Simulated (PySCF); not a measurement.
**B4: structure of the singlet**

Where does singlet B4 go from a rhombus start, is the end point a minimum, and what are its modes, charges and moments?

Computed with PySCF 2.14.0. Level: PBE0, basis B def2-TZVP, no relativity, density fitting.

## Step 1: The starting structure

4 atoms, charge 0, spin multiplicity 1.

Bond lengths: B1–B2 1.700 Å, B1–B3 1.700 Å, B1–B4 1.700 Å, B2–B3 1.700 Å, B2–B4 1.700 Å. Angles: B2–B1–B3 60.0°, B2–B1–B4 60.0°, B3–B1–B4 120.0°, B1–B2–B3 60.0°, B1–B2–B4 60.0°, B3–B2–B4 120.0°, B1–B3–B2 60.0°, B1–B4–B2 60.0°.

Coordinates in bohr (charge 0 multiplicity 1):
```
B     0.0000    1.6063    0.0000
B     0.0000   -1.6063    0.0000
B     2.7821    0.0000    0.0000
B    -2.7821    0.0000    0.0000
```

## Step 2: Finding the electronic state

The steps below are one call of a driver around PySCF. For each, scf.py gives the equivalent set-up of the SCF; relaxations use the driver's own optimiser. After this first run the driver tries any further starts and a stability analysis.

Contents of scf.py:

```python
from pyscf import gto, scf, dft
mol = gto.M(atom='''
B      0.000000     0.850000     0.000000
B      0.000000    -0.850000     0.000000
B      1.472200     0.000000     0.000000
B     -1.472200     0.000000     0.000000''',
    basis={'B': 'def2-TZVP'},
    charge=0, spin=0)
mf = dft.RKS(mol, xc='PBE0')
mf.grids.atom_grid = (50, 194)
aux = {'B': 'def2-universal-JKFIT'}
mf = mf.density_fit(auxbasis=aux)
mf.conv_tol = 1e-08
mf.diis_space = 10
mf.max_cycle = 60
mf.init_guess = 'minao'
mf.verbose = 4
mf.kernel()
```

Launch:

```sh
$ OMP_NUM_THREADS=2 python axn.py task.json out
```

The runs that follow: Relaxation: rhombus start, singlet; Is it a minimum? Harmonic modes.

Q: Predict the outcome of this session. Wanted: minimum; geometry; wavenumbers; dipole moment; highest occupied, lowest empty level; polar-tensor charge of B1; zero-point energy; atomisation energy.

The runs gave:

```
                                 quantity                                                                                 value
                                  minimum                                                                          singlet, D2h
                                 geometry  B–B 1.521 Å (×4), B–B 1.878 Å; B–B–B 51.9° (×4), B–B–B 76.2° (×2), B–B–B 103.8° (×2)
                       wavenumbers (cm⁻¹)                    313 (b3u), 345 (ag), 1078 (b2u), 1191 (ag), 1287 (b1u), 1294 (b3g)
                            dipole moment                                                                                0.00 D
     highest occupied, lowest empty level                                                                       -7.43, -3.29 eV
                polar-tensor charge of B1                                                                               -0.08 e
                        zero-point energy                                                                           33.0 kJ/mol
                      entropy at 298.15 K                                                                       247.4 J/(mol K)
atomisation energy (no zero-point energy)                                                                           1417 kJ/mol
```

In words: The rhombus start keeps its D2h symmetry and ends in a minimum. The strongest infrared band lies at 1287 cm⁻¹ (b1u). Only this shape and spin were tried, so other structures or states may lie lower.
